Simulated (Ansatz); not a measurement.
# Si3NH9: a ladder of functionals and wavefunction methods

An exercise on one series of results from a longer session: the logs are not shown, and one member is left open.

Program: Ansatz 0.2.0, Gaussian basis. Level of theory: functionals in def2-TZVPP, the program's frozen cores in correlated methods. These are calculated values, not measurements.

Levels to be run: LDA (SPW92), PBE-D4, revPBE-D4, BLYP-D4, r2SCAN-D4, B97M-V, PBE0-D4, B3LYP-D4, r2SCANh-D4, r2SCAN0-D4, HSE06-D4, BHLYP-D4, CAM-B3LYP-D4, LC-ωPBE, ωB97X-V, ωB97M-V, B2PLYP, PBE-QIDH; CCSD(T)/def2-SVP; CCSD(T)/def2-TZVPP; MP2/def2-QZVPP; extrapolation to the limit; RPA on PBE.

### The geometry

An earlier PBE0-D4 in a triple-zeta def2 set relaxation fixed the geometry.

SMILES `N[SiH]([SiH3])[SiH3]`, 13 atoms, charge 0, spin multiplicity 1.

Atoms are counted from 1 here; the program's logs count them from 0.

Bond lengths: N1–Si2 1.729 Å, N1–H5 1.008 Å, N1–H6 1.008 Å, Si2–Si3 2.340 Å, Si2–Si4 2.340 Å, Si2–H7 1.500 Å, Si3–H8 1.488 Å, Si3–H9 1.491 Å, Si3–H10 1.489 Å, Si4–H11 1.491 Å, Si4–H12 1.488 Å, Si4–H13 1.489 Å. Angles: Si2–N1–H5 119.7°, Si2–N1–H6 119.7°, H5–N1–H6 110.6°, N1–Si2–Si3 108.5°, N1–Si2–Si4 108.5°, N1–Si2–H7 115.3°, Si3–Si2–Si4 110.2°, Si3–Si2–H7 107.2°, Si4–Si2–H7 107.2°, Si2–Si3–H8 111.0°, Si2–Si3–H9 110.8°, Si2–Si3–H10 109.8°, H8–Si3–H9 108.2°, H8–Si3–H10 108.7°, H9–Si3–H10 108.3°, Si2–Si4–H11 110.8°, Si2–Si4–H12 111.0°, Si2–Si4–H13 109.8° and more.

The first run:

The input, in.yaml:

```yaml
crystal:
  periodic: [false, false, false]
  atoms:
    - {symbol: N, position_ang: [-1.433866, 1.215468, -0.502045]}
    - {symbol: Si, position_ang: [0.118653, 0.456751, -0.457879]}
    - {symbol: Si, position_ang: [0.975921, 0.649448, 1.710826]}
    - {symbol: Si, position_ang: [-0.140584, -1.798429, -1.026056]}
    - {symbol: H, position_ang: [-1.547343, 2.141337, -0.120640]}
    - {symbol: H, position_ang: [-2.029630, 1.086315, -1.304491]}
    - {symbol: H, position_ang: [1.141629, 1.033764, -1.391366]}
    - {symbol: H, position_ang: [0.160425, -0.134304, 2.677267]}
    - {symbol: H, position_ang: [0.980849, 2.073140, 2.153214]}
    - {symbol: H, position_ang: [2.375950, 0.145116, 1.746729]}
    - {symbol: H, position_ang: [-0.850604, -1.937624, -2.329561]}
    - {symbol: H, position_ang: [-0.925773, -2.521928, 0.009970]}
    - {symbol: H, position_ang: [1.194973, -2.443754, -1.151167]}
basis:
  gaussian: {orbitals: def2-TZVPP}
hamiltonian: {xc: lda}
output: {orbitals: {seedname: orbitals}}
```

Started as:

```bash
$ ansatz run in.yaml --threads 4 --pin off --events-out ev --progress --plain --max-ram 10444MiB
```

Steps of the session up to this table: LDA; PBE-D4 (GGA); revPBE-D4 (GGA); BLYP-D4 (GGA); r2SCAN-D4 (meta-GGA); B97M-V (meta-GGA); PBE0-D4 (hybrid); B3LYP-D4 (hybrid); r2SCANh-D4 (hybrid); r2SCAN0-D4 (hybrid); HSE06-D4 (hybrid); BHLYP-D4 (hybrid); CAM-B3LYP-D4 (range-separated); LC-ωPBE (range-separated); ωB97X-V (range-separated); ωB97M-V (range-separated); B2PLYP (double hybrid); PBE-QIDH (double hybrid).

One of the session's tables, all rows but one given; the rest of the session is left out.

It belongs to the step «Frontier levels by functional». 

| functional | HOMO (eV) | gap (eV) |
| --- | --- | --- |
| LDA (SPW92) | -6.14 | 4.63 |
| PBE-D4 | -6.04 | 4.70 |
| revPBE-D4 | -5.99 | 4.74 |
| BLYP-D4 | -5.93 | 4.76 |
| r2SCAN-D4 | -6.33 | 5.24 |
| B97M-V | -6.50 | 5.16 |
| PBE0-D4 | -7.38 | 6.85 |
| B3LYP-D4 | ? | ? |
| r2SCANh-D4 | -6.84 | 6.03 |
| r2SCAN0-D4 | -7.59 | 7.20 |
| HSE06-D4 | -6.98 | 6.08 |
| BHLYP-D4 | -8.64 | 9.01 |
| CAM-B3LYP-D4 | -8.77 | 9.28 |
| LC-ωPBE | -10.11 | 11.72 |
| ωB97X-V | -9.78 | 11.24 |
| ωB97M-V | -9.65 | 10.81 |

Q: Estimate the row for B3LYP-D4 from the others.

Worked estimate for «HOMO (eV)». Against the share of exact exchange, BLYP-D4 (0, -5.93), BHLYP-D4 (0.5, -8.64) give a slope of -5.42 per unit share; at 0.2 the line stands at -7.01.

As computed: HOMO (eV): -7.17; gap (eV): 6.48. In «HOMO (eV)» the line misses by +0.16.
